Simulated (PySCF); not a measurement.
# A gas-phase reaction: CH5AlO2 + BrH → AlBrH2O2 + CH4

Wanted: the reaction energy for `[CH3][Al]([OH])[OH]` + `Br` → `[OH][Al]([OH])[Br]` + `C`.

Programs: PySCF 2.14.0. All values are calculated, for the isolated system unless a continuum is named. Atoms count from 0, parts from 1.

## Step 1: Starting point

Each species was relaxed by itself at PBE0-D3(BJ)/def2-SVPD.

## Step 2: Reaction energy: wB97M-D3(BJ)/def2-TZVPD

Job settings and geometry (Å):

```
{"job": {"kind": "react", "xc": "wB97M-D3(BJ)", "basis": "def2-TZVPD"}, "charge": 0, "multiplicity": 1}
-1 CH5AlO2 charge 0 multiplicity 1
C     -0.163150    -0.890740    -1.218890
Al     0.033280     0.251500     0.328260
O      0.022740     1.955850     0.123250
O      0.227140    -0.480760     1.868580
H     -0.880540    -1.702780    -1.024710
H     -0.504360    -0.330250    -2.101130
H      0.793600    -1.371150    -1.478040
H      0.121860     2.619170     0.804490
H      0.339320    -0.043010     2.710880

-1 BrH charge 0 multiplicity 1
Br     0.715090     0.006080     0.007180
H     -0.708560    -0.002810    -0.007460

+1 AlBrH2O2 charge 0 multiplicity 1
O     -1.236580    -0.819860    -0.746530
Al     0.025310    -0.028940     0.067890
O      0.579460     1.436150    -0.584940
Br     0.932030    -0.888810     1.940870
H     -1.627830    -1.647790    -0.468490
H      1.280400     1.970670    -0.212820

+1 CH4 charge 0 multiplicity 1
C      0.002070     0.001610     0.000160
H     -0.419000    -0.421020     0.920740
H     -0.185710     1.082110    -0.025410
H     -0.470230    -0.472290    -0.869170
H      1.083220    -0.182340    -0.025520
```

With the program's defaults for keys left out, this is: wB97M-D3(BJ)/def2-TZVPD reaction energy of separated species, gas phase.

Started as:

```bash
> OMP_NUM_THREADS=1 python cluster_run.py task.json out
```

This one command runs all jobs of the session in turn.

The program printed:

```text
species 1 (CH5AlO2)
coarse grid: 34256 points
cycle   1  E = -434.1032607595  dE =  1.579e-01  |g| = 1.001e+00  |ddm| = 2.493e+00
cycle   2  E = -434.0521185369  dE =  5.114e-02  |g| = 1.201e+00  |ddm| = 1.562e+00
cycle   3  E = -434.2926425275  dE = -2.405e-01  |g| = 4.565e-02  |ddm| = 7.705e-01
cycle   4  E = -434.2933483195  dE = -7.058e-04  |g| = 2.181e-02  |ddm| = 8.147e-02
cycle   5  E = -434.2934898406  dE = -1.415e-04  |g| = 6.350e-03  |ddm| = 2.880e-02
cycle   6  E = -434.2935063233  dE = -1.648e-05  |g| = 1.386e-03  |ddm| = 9.469e-03
cycle   7  E = -434.2935076159  dE = -1.293e-06  |g| = 2.986e-04  |ddm| = 2.977e-03
final grid: 72376 points
cycle   8  E = -434.2935113786  dE = -1.276e-07  |g| = 1.990e-04  |ddm| = 3.515e-03
cycle   9  E = -434.2935113880  dE = -9.408e-09  |g| = 1.875e-04  |ddm| = 5.610e-04
cycle  10  E = -434.2935113945  dE = -6.487e-09  |g| = 3.585e-05  |ddm| = 1.336e-04
cycle  11  E = -434.2935113953  dE = -7.973e-10  |g| = 1.600e-05  |ddm| = 8.886e-05
converged SCF energy = -434.2935113953

species 2 (BrH)
coarse grid: 9808 points
cycle   1  E = -2574.7444816429  dE = -1.115e+00  |g| = 2.814e-01  |ddm| = 9.887e-01
cycle   2  E = -2574.7574487836  dE = -1.297e-02  |g| = 1.487e-01  |ddm| = 2.655e-01
cycle   3  E = -2574.7608846066  dE = -3.436e-03  |g| = 8.657e-03  |ddm| = 8.708e-02
cycle   4  E = -2574.7609219717  dE = -3.737e-05  |g| = 2.523e-03  |ddm| = 1.268e-02
cycle   5  E = -2574.7609264022  dE = -4.431e-06  |g| = 6.497e-04  |ddm| = 4.934e-03
final grid: 18448 points
cycle   6  E = -2574.7609110695  dE = -1.922e-07  |g| = 3.884e-04  |ddm| = 9.240e-04
cycle   7  E = -2574.7609110972  dE = -2.763e-08  |g| = 2.729e-04  |ddm| = 3.937e-04
cycle   8  E = -2574.7609111042  dE = -7.069e-09  |g| = 3.378e-05  |ddm| = 1.359e-04
cycle   9  E = -2574.7609111052  dE = -1.025e-09  |g| = 1.120e-05  |ddm| = 6.291e-05
cycle  10  E = -2574.7609111053  dE = -6.185e-11  |g| = 1.704e-06  |ddm| = 1.293e-05
converged SCF energy = -2574.7609111053

species 3 (AlBrH2O2)
coarse grid: 28992 points
cycle   1  E = -2968.3952680845  dE = -7.747e-01  |g| = 1.009e+00  |ddm| = 2.318e+00
cycle   2  E = -2968.3318713315  dE =  6.340e-02  |g| = 1.221e+00  |ddm| = 1.423e+00
cycle   3  E = -2968.5815398252  dE = -2.497e-01  |g| = 5.981e-02  |ddm| = 7.306e-01
cycle   4  E = -2968.5824415494  dE = -9.017e-04  |g| = 1.724e-02  |ddm| = 6.966e-02
cycle   5  E = -2968.5825469862  dE = -1.054e-04  |g| = 4.906e-03  |ddm| = 2.180e-02
cycle   6  E = -2968.5825567039  dE = -9.718e-06  |g| = 1.681e-03  |ddm| = 7.796e-03
final grid: 58128 points
cycle   7  E = -2968.5825221561  dE = -9.298e-07  |g| = 1.185e-03  |ddm| = 4.135e-03
cycle   8  E = -2968.5825223209  dE = -1.648e-07  |g| = 9.254e-04  |ddm| = 1.657e-03
cycle   9  E = -2968.5825224260  dE = -1.051e-07  |g| = 1.072e-04  |ddm| = 5.944e-04
cycle  10  E = -2968.5825224322  dE = -6.197e-09  |g| = 7.946e-05  |ddm| = 1.651e-04
cycle  11  E = -2968.5825224341  dE = -1.934e-09  |g| = 1.480e-05  |ddm| = 1.175e-04
cycle  12  E = -2968.5825224341  dE = -4.729e-11  |g| = 1.846e-06  |ddm| = 1.366e-05
converged SCF energy = -2968.5825224341

species 4 (CH4)
coarse grid: 15072 points
cycle   1  E = -40.5278944648  dE = -1.934e-01  |g| = 1.334e-01  |ddm| = 1.251e+00
cycle   2  E = -40.5303071523  dE = -2.413e-03  |g| = 8.951e-02  |ddm| = 1.941e-01
cycle   3  E = -40.5321720510  dE = -1.865e-03  |g| = 5.683e-03  |ddm| = 4.935e-02
cycle   4  E = -40.5321817776  dE = -9.727e-06  |g| = 3.955e-04  |ddm| = 1.283e-02
final grid: 32696 points
cycle   5  E = -40.5321633677  dE = -1.025e-07  |g| = 9.881e-05  |ddm| = 2.476e-03
cycle   6  E = -40.5321633745  dE = -6.878e-09  |g| = 3.319e-05  |ddm| = 6.635e-04
cycle   7  E = -40.5321633751  dE = -5.900e-10  |g| = 1.760e-05  |ddm| = 1.989e-04
converged SCF energy = -40.5321633751

Reaction energy = -37.658 kcal/mol
```

It took 51 s on 1 thread of Arm Neoverse N1, shared host; peak memory 0.73 GiB.

Species by species (with the dispersion term, which the log's SCF energies lack):

```csv
ν,species,energy (Eh),HOMO (eV)
-1,[CH3][Al]([OH])[OH],-434.29993,-11.09
-1,Br,-2574.76148,-11.15
+1,[OH][Al]([OH])[Br],-2968.58687,-11.03
+1,C,-40.53455,-13.46
```

## Step 3: Energies of the species: PBE0-D3(BJ)/def2-TZVPD

Same as in step 2 but for these lines:

```diff
@@ -1,2 +1,2 @@
-{"job": {"kind": "react", "xc": "wB97M-D3(BJ)", "basis": "def2-TZVPD"}, "charge": 0, "multiplicity": 1}
+{"job": {"kind": "react", "xc": "PBE0", "basis": "def2-TZVPD", "disp": "d3bj"}, "charge": 0, "multiplicity": 1}
 -1 CH5AlO2 charge 0 multiplicity 1
```

With the program's defaults for keys left out, this is: PBE0-D3(BJ)/def2-TZVPD reaction energy of separated species, gas phase.

The program printed:

```text
species 1 (CH5AlO2)
coarse grid: 7984 points
cycle   1  E = -433.6560915994  dE =  2.054e-01  |g| = 1.123e+00  |ddm| = 2.654e+00
cycle   2  E = -433.2214442671  dE =  4.346e-01  |g| = 1.873e+00  |ddm| = 2.034e+00
cycle   3  E = -433.8855811634  dE = -6.641e-01  |g| = 1.263e-01  |ddm| = 1.268e+00
cycle   4  E = -433.8882079624  dE = -2.627e-03  |g| = 6.546e-02  |ddm| = 1.424e-01
cycle   5  E = -433.8892667468  dE = -1.059e-03  |g| = 5.508e-03  |ddm| = 5.185e-02
cycle   6  E = -433.8892721765  dE = -5.430e-06  |g| = 1.221e-03  |ddm| = 5.578e-03
final grid: 72376 points
cycle   7  E = -433.8863673444  dE = -3.022e-05  |g| = 8.622e-03  |ddm| = 1.092e-01
cycle   8  E = -433.8863500596  dE =  1.728e-05  |g| = 1.278e-02  |ddm| = 1.378e-02
cycle   9  E = -433.8863817381  dE = -3.168e-05  |g| = 9.911e-04  |ddm| = 8.680e-03
cycle  10  E = -433.8863819084  dE = -1.703e-07  |g| = 2.459e-04  |ddm| = 8.757e-04
cycle  11  E = -433.8863819231  dE = -1.472e-08  |g| = 2.993e-05  |ddm| = 2.057e-04
cycle  12  E = -433.8863819232  dE = -1.078e-10  |g| = 1.918e-05  |ddm| = 3.964e-05
converged SCF energy = -433.8863819232

species 2 (BrH)
coarse grid: 9808 points
cycle   1  E = -2574.4494534671  dE = -1.081e+00  |g| = 2.724e-01  |ddm| = 1.042e+00
cycle   2  E = -2574.4540917372  dE = -4.638e-03  |g| = 1.699e-01  |ddm| = 2.601e-01
cycle   3  E = -2574.4588661850  dE = -4.774e-03  |g| = 3.007e-02  |ddm| = 1.194e-01
cycle   4  E = -2574.4590976760  dE = -2.315e-04  |g| = 4.156e-03  |ddm| = 2.212e-02
cycle   5  E = -2574.4591016785  dE = -4.003e-06  |g| = 1.311e-03  |ddm| = 4.270e-03
final grid: 18448 points
cycle   6  E = -2574.4591027893  dE = -7.032e-08  |g| = 1.375e-03  |ddm| = 2.024e-03
cycle   7  E = -2574.4591028036  dE = -1.433e-08  |g| = 1.399e-03  |ddm| = 1.791e-03
cycle   8  E = -2574.4591030245  dE = -2.209e-07  |g| = 5.149e-05  |ddm| = 8.398e-04
cycle   9  E = -2574.4591030252  dE = -6.912e-10  |g| = 1.026e-05  |ddm| = 4.413e-05
converged SCF energy = -2574.4591030252

species 3 (AlBrH2O2)
coarse grid: 28992 points
cycle   1  E = -2967.7149750685  dE = -6.846e-01  |g| = 1.119e+00  |ddm| = 2.459e+00
cycle   2  E = -2967.1561895836  dE =  5.588e-01  |g| = 2.008e+00  |ddm| = 1.937e+00
cycle   3  E = -2967.9289037734  dE = -7.727e-01  |g| = 1.210e-01  |ddm| = 1.349e+00
cycle   4  E = -2967.9321959566  dE = -3.292e-03  |g| = 3.503e-02  |ddm| = 1.446e-01
cycle   5  E = -2967.9324952101  dE = -2.993e-04  |g| = 1.814e-02  |ddm| = 4.957e-02
cycle   6  E = -2967.9325458177  dE = -5.061e-05  |g| = 1.973e-03  |ddm| = 1.500e-02
cycle   7  E = -2967.9325466419  dE = -8.242e-07  |g| = 4.480e-04  |ddm| = 1.805e-03
final grid: 58128 points
cycle   8  E = -2967.9325461862  dE = -4.481e-08  |g| = 5.861e-04  |ddm| = 2.887e-03
cycle   9  E = -2967.9325461011  dE =  8.513e-08  |g| = 9.088e-04  |ddm| = 1.001e-03
cycle  10  E = -2967.9325462518  dE = -1.507e-07  |g| = 8.425e-05  |ddm| = 5.824e-04
cycle  11  E = -2967.9325462532  dE = -1.428e-09  |g| = 1.085e-05  |ddm| = 7.376e-05
cycle  12  E = -2967.9325462532  dE = -3.001e-11  |g| = 3.129e-06  |ddm| = 1.200e-05
converged SCF energy = -2967.9325462532

species 4 (CH4)
coarse grid: 3568 points
cycle   1  E = -40.4582017554  dE = -2.007e-01  |g| = 2.715e-01  |ddm| = 1.396e+00
cycle   2  E = -40.4545564330  dE =  3.645e-03  |g| = 2.993e-01  |ddm| = 3.091e-01
cycle   3  E = -40.4773641590  dE = -2.281e-02  |g| = 2.106e-03  |ddm| = 1.504e-01
cycle   4  E = -40.4773649816  dE = -8.225e-07  |g| = 2.135e-04  |ddm| = 2.613e-03
final grid: 32696 points
cycle   5  E = -40.4741151953  dE = -1.461e-05  |g| = 4.480e-03  |ddm| = 4.868e-02
cycle   6  E = -40.4741141806  dE =  1.015e-06  |g| = 4.884e-03  |ddm| = 5.317e-03
cycle   7  E = -40.4741199759  dE = -5.795e-06  |g| = 4.030e-05  |ddm| = 2.483e-03
cycle   8  E = -40.4741199764  dE = -4.887e-10  |g| = 7.392e-06  |ddm| = 6.585e-05
converged SCF energy = -40.4741199764

Reaction energy = -38.426 kcal/mol
```

Run time: 27 s. Hardware: 1 thread of Arm Neoverse N1, shared host; peak memory 0.64 GiB.

Reaction energy at this level: -38.43 kcal/mol.

## Step 4: Side by side

Energies in kcal/mol, with wall time:

```csv
run,reaction,time
wB97M-D3(BJ)/def2-TZVPD,-37.66,51 s
PBE0-D3(BJ)/def2-TZVPD,-38.43,27 s
```

## Step 5: Summary of results

| quantity | value |
| --- | --- |
| reaction energy (wB97M-D3(BJ)/def2-TZVPD) | -37.66 kcal/mol |
| ΔH, ΔG at 298 K (xTB thermal terms) | -33.6, -33.6 kcal/mol |
| range of the reaction energy over the runs of this table | -38.43 to -37.66 kcal/mol |

**Reading.** The reaction is exothermic by 33.6 kcal/mol in the gas phase; dispersion gives +0.16, and xTB itself gave -52.29 for the electronic energy (xTB energies and thermal terms come from the earlier relaxation of each species, not shown). No barrier was sought. xTB and this level differ widely in the electronic energy, so what comes from xTB (the thermal terms above all) is less safe here. The reaction energy runs from -38.43 (PBE0-D3(BJ)/def2-TZVPD) to -37.66 kcal/mol (wB97M-D3(BJ)/def2-TZVPD).
